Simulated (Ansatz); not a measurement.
# SiC2N4: properties at the relaxed cell

One table from this session's results is given with a row withheld; the runs are named, their logs left out.

Method: DFT PBEsol, scalar-relativistic, plane waves, PAW, in Ansatz 0.2.0.

**The system as given**

It takes space group Pn-3m (No. 224, cubic). Conventional cell: a = 6.669 Å, b = 6.669 Å, c = 6.669 Å, α = 90.00°, β = 90.00°, γ = 90.00°. Si (site symmetry -43m) has 4 N at 1.68 Å in its first shell of neighbours. Around C (site symmetry -3m) lie 2 N at 1.21 Å. N (site symmetry 3m) has 1 C at 1.21 Å and 1 Si at 1.68 Å in its first shell of neighbours.

As a file:

```cif
data_structure
_symmetry_space_group_name_H-M 'P 1'
_symmetry_Int_Tables_number 1
_cell_length_a 6.6690
_cell_length_b 6.6690
_cell_length_c 6.6690
_cell_angle_alpha 90.000
_cell_angle_beta 90.000
_cell_angle_gamma 90.000
_cell_volume 296.61
loop_
_atom_site_label
_atom_site_type_symbol
_atom_site_fract_x
_atom_site_fract_y
_atom_site_fract_z
_atom_site_occupancy
Si1 Si 0.50000 0.50000 0.50000 1
Si2 Si 0.00000 0.00000 0.00000 1
C1 C 0.75000 0.25000 0.25000 1
C2 C 0.25000 0.25000 0.75000 1
C3 C 0.75000 0.75000 0.75000 1
C4 C 0.25000 0.75000 0.25000 1
N1 N 0.14552 0.85448 0.14552 1
N2 N 0.64552 0.64552 0.64552 1
N3 N 0.85448 0.85448 0.85448 1
N4 N 0.35448 0.64552 0.35448 1
N5 N 0.35448 0.35448 0.64552 1
N6 N 0.64552 0.35448 0.35448 1
N7 N 0.14552 0.14552 0.85448 1
N8 N 0.85448 0.14552 0.14552 1
```

It goes back to an entry of the Materials Project, which need not be the stable form.

This cell was relaxed beforehand with the same method: volume 21.19 Å³/atom, gap on the mesh 4.23 eV.

The first run:

Input file input.yaml:

```yaml
crystal:
  lattice:
    - [6.6016678283, 0.0, 0.0]
    - [0.0, 6.6016678283, 0.0]
    - [0.0, 0.0, 6.6016678283]
  atoms:
    - { symbol: Si, position: [0.5, 0.5, 0.5] }
    - { symbol: Si, position: [0.0, 0.0, 0.0] }
    - { symbol: C, position: [0.75, 0.25, 0.25] }
    - { symbol: C, position: [0.25, 0.25, 0.75] }
    - { symbol: C, position: [0.75, 0.75, 0.75] }
    - { symbol: C, position: [0.25, 0.75, 0.25] }
    - { symbol: "N", position: [0.1455236464, 0.8544763536, 0.1455236464] }
    - { symbol: "N", position: [0.6455236464, 0.6455236464, 0.6455236464] }
    - { symbol: "N", position: [0.8544763536, 0.8544763536, 0.8544763536] }
    - { symbol: "N", position: [0.3544763536, 0.6455236464, 0.3544763536] }
    - { symbol: "N", position: [0.3544763536, 0.3544763536, 0.6455236464] }
    - { symbol: "N", position: [0.6455236464, 0.3544763536, 0.3544763536] }
    - { symbol: "N", position: [0.1455236464, 0.1455236464, 0.8544763536] }
    - { symbol: "N", position: [0.8544763536, 0.1455236464, 0.1455236464] }
basis:
  ecutwfc: 420
kpoints:
  mp_grid: { grid: [4, 4, 4] }
hamiltonian:
  xc: pbesol
scf:
  occupations: { method: gaussian, width: 0.02 }
output:
  forces: true
  stress: true
  eigenvalues: true
relax:
  adjacent_minimum: "off"
  f_tol: 0.01
  max_steps: 30
```

The run is started by

```sh
ansatz run input.yaml --threads 4 --pin off --max-ram 10240MiB --backend cpu --events-out ev --progress --plain --runs-dir out
```

Among the steps run: The cell scaled to 0.97 of its volume; Volume × 1.03; The cell scaled to 0.94 of its volume; The cell scaled to 1.06 of its volume; Point at V/V0 = 0.91; Volume × 1.10; Volume × 0.88.

One of the session's tables, all rows but one given; the rest of the session is left out.

It belongs to the step «Energy against volume». 

| volume (Å³/atom) | energy above the lowest point (meV/atom) | pressure (GPa) | gap on the mesh (eV) |
| --- | --- | --- | --- |
| 18.644 | 124.2 | 17.39 | 4.45 |
| 19.280 | 66.1 | 12.02 | 4.41 |
| 19.915 | 27.8 | 7.40 | 4.35 |
| 20.551 | 6.5 | 3.42 | 4.29 |
| 21.187 | 0.0 | -0.02 | 4.23 |
| 21.822 | ? | ? | ? |
| 22.458 | 23.1 | -5.53 | 4.11 |
| 23.305 | 60.2 | -8.38 | 4.03 |

Estimate the missing values for volume (Å³/atom) = 21.822.

Worked estimate for «energy above the lowest point (meV/atom)». A straight line through the neighbours (21.187, 0.0) and (22.458, 23.1) gives 0.0 + (23.1 − 0.0) × (21.822 − 21.187) / (22.458 − 21.187) = 11.5; a parabola fitted to 4 rows on both sides gives 6.3.

**Answer.** energy above the lowest point (meV/atom): 6.1; pressure (GPa): -2.98; gap on the mesh (eV): 4.17. In «energy above the lowest point (meV/atom)» the line misses by +5.4 and the parabola by +0.2.

Limits of these values: Warnings in the runs' records: stress scf threshold loose.
